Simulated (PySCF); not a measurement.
F2BCl, in a box:

```
F B Cl
1.0
    12.00000    0.00000    0.00000
     0.00000   12.00000    0.00000
     0.00000    0.00000   11.00000
F B Cl
2 1 1
Direct
  0.47216 0.41451 0.43663
  0.40583 0.58851 0.46176
  0.48382 0.51550 0.48053
  0.59266 0.55542 0.56746
```

The cell isn't the ideal one: atoms moved at random, drawn with an rms of 0.05 Å.

Program: PySCF 2.14.0. Alike in all runs: task atomic charges; potentials or basis pob-tzvp-rev2 (all-electron); no spin polarisation; cell atoms moved at random, drawn with an rms of 0.05 Å; k mesh 1 × 1 × 1; smearing fixed.

Question: Order these runs on this cell by their band gap on the k mesh, lowest first.
A. level revTPSS+D3(OP); three-body dispersion term no
B. level PBEsol+D4; three-body dispersion term yes
C. level MN15-L+D3; three-body dispersion term no
D. level B3LYP5; exxdiv ewald

Answer: B (7.36 eV), A (7.79 eV), C (9.03 eV), D (9.54 eV).

Caveats: this is a molecule in a periodic box at the Γ point, so its band gap is the HOMO-LUMO gap; the basis of atomic orbitals isn't converged, which shifts pressures, moduli and gaps; the D4 parameters stored for this functional may belong to another (some runs).

Runs at the PBE level aren't shown here.
